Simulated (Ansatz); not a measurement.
# GaAsH₃+ (triplet): wave-function methods side by side, cc-pVDZ

The task here is to estimate one member of a computed series from the others.

Computed with Ansatz 0.2.0, Gaussian basis. Level: cc-pVDZ, core rule «outside noble gas», up to 28 orbitals frozen.

The runs, in order: UHF; CCSD(T) on ROHF; CCSD(T) on UHF; BCCD(T) on ROHF; CISD; CCSDT(Q) on ROHF; CCSDT(Q) on UHF.

28 further runs of the same task are left out: 14 that didn't finish, 14 set aside as unsound or not needed.

### What is computed

The geometry is a PBE0/def2-TZVP stationary point (not a proven minimum) of the parent state, kept for this charge and spin. No spin-orbit coupling is included. The filled d shell of Ga, As may be among the frozen orbitals whatever the setting's name suggests; the logs give the count.

5 atoms, charge 1, spin multiplicity 3.

Atoms are counted from 1 here; the program's logs count them from 0.

Bond lengths: Ga1–As2 2.461 Å, Ga1–H3 1.605 Å, As2–H4 1.526 Å, As2–H5 1.520 Å. Angles: As2–Ga1–H3 116.9°, Ga1–As2–H4 89.0°, Ga1–As2–H5 93.8°, H4–As2–H5 92.9°.

The first run:

Input file in.yaml:

```yaml
crystal:
  periodic: [false, false, false]
  atoms:
    - {symbol: Ga, position_ang: [-0.019922, 0.053079, 1.276503]}
    - {symbol: As, position_ang: [0.043743, -0.037708, -1.181813]}
    - {symbol: H, position_ang: [0.059295, -1.346619, 2.057531]}
    - {symbol: H, position_ang: [-1.267104, -0.818597, -1.161064]}
    - {symbol: H, position_ang: [-0.665593, 1.296400, -1.351122]}
basis:
  gaussian: {orbitals: cc-pVDZ}
total_charge: 1
magnetization: {spin_polarized: true, initial_magnetization: 2}
hamiltonian: {xc: hf}
output: {orbitals: {seedname: orbitals}}
```

Command:

```sh
$ ansatz run in.yaml --threads 1 --pin off --events-out ev --progress --plain --max-ram 2393MiB
```

Steps of the session up to this table: UHF; CCSD(T) on ROHF; CCSD(T) on UHF; BCCD(T) on ROHF; CISD; CCSDT(Q) on ROHF; CCSDT(Q) on UHF.

One of the session's tables, all rows but one given; the rest of the session is left out.

```
   method  from UCCSDT(Q) (kJ/mol)
     ROHF                   +485.0
      UHF                   +465.8
     RMP2                   +116.1
     UMP2                   +111.6
    RCCSD                        ?
    UCCSD                    +15.7
 RCCSD(T)                     +4.9
 UCCSD(T)                     +3.6
  BCCD(T)                     +4.6
   RCCSDT                     +1.7
   UCCSDT                     +0.5
RCCSDT(Q)                     +1.2
UCCSDT(Q)                        0
```

Estimate the missing values for RCCSD.

As computed: from UCCSDT(Q) (kJ/mol): +17.7. In the column «from UCCSDT(Q) (kJ/mol)» it lies between UCCSD (+15.7) and UMP2 (+111.6).

Not comparable, so not listed: CISD (they don't share determinant, frozen orbitals or solution with the rows shown, or repeat one).

Caveats from the session: Restricted and unrestricted rows rest on different reference determinants; where their highest levels disagree by more than a few hundredths of an eV, they describe different states and don't form one ladder.
